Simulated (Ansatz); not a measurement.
CoSi:

```
CELL_PARAMETERS angstrom
4.43800 0.00000 0.00000
0.00000 4.43800 0.00000
0.00000 0.00000 4.43800
ATOMIC_POSITIONS crystal
Co 0.86000 0.64000 0.36000
Co 0.64000 0.36000 0.86000
Co 0.36000 0.86000 0.64000
Co 0.14000 0.14000 0.14000
Si 0.15700 0.34300 0.65700
Si 0.34300 0.65700 0.15700
Si 0.65700 0.15700 0.34300
Si 0.84300 0.84300 0.84300
```

Base run:

* Program: Ansatz 0.2.0
* Functional: PBEsol
* Potentials or basis: Ansatz PAW
* Cutoff: 420 eV (not typed: the program's choice for these potentials)
* k mesh: 5 × 5 × 5
* Occupations: fermi-dirac, width 0.05 eV
* Spin: collinear spin, ferromagnetic start
* Starting moments: [0.5, 0.5, 0.5, 0.5, 0.0, 0.0, 0.0, 0.0] μB
* Fixed moment: 2 μB

Its results: pressure -5.0 GPa; site moments Co +0.50; Si +0.00 μB; largest force 0.129 eV/Å.

Problem. The run is repeated on the same cell with these changes: fixed moment from 2 μB to 4 μB; moments at the start from [0.5, 0.5, 0.5, 0.5, 0.0, 0.0, 0.0, 0.0] to [1.0, 1.0, 1.0, 1.0, 0.0, 0.0, 0.0, 0.0]. What comes out?

Solution. Pressure 0.0 GPa; site moments Co +0.95; Si +0.02 μB; largest force 0.004 eV/Å.

Caveats: the total moment is fixed, so each spin has its own Fermi level; the PAW data sets come from PBE, with cores solved anew for the run's functional, which leaves a small shift of forces and pressure; the thresholds are loose for stress.
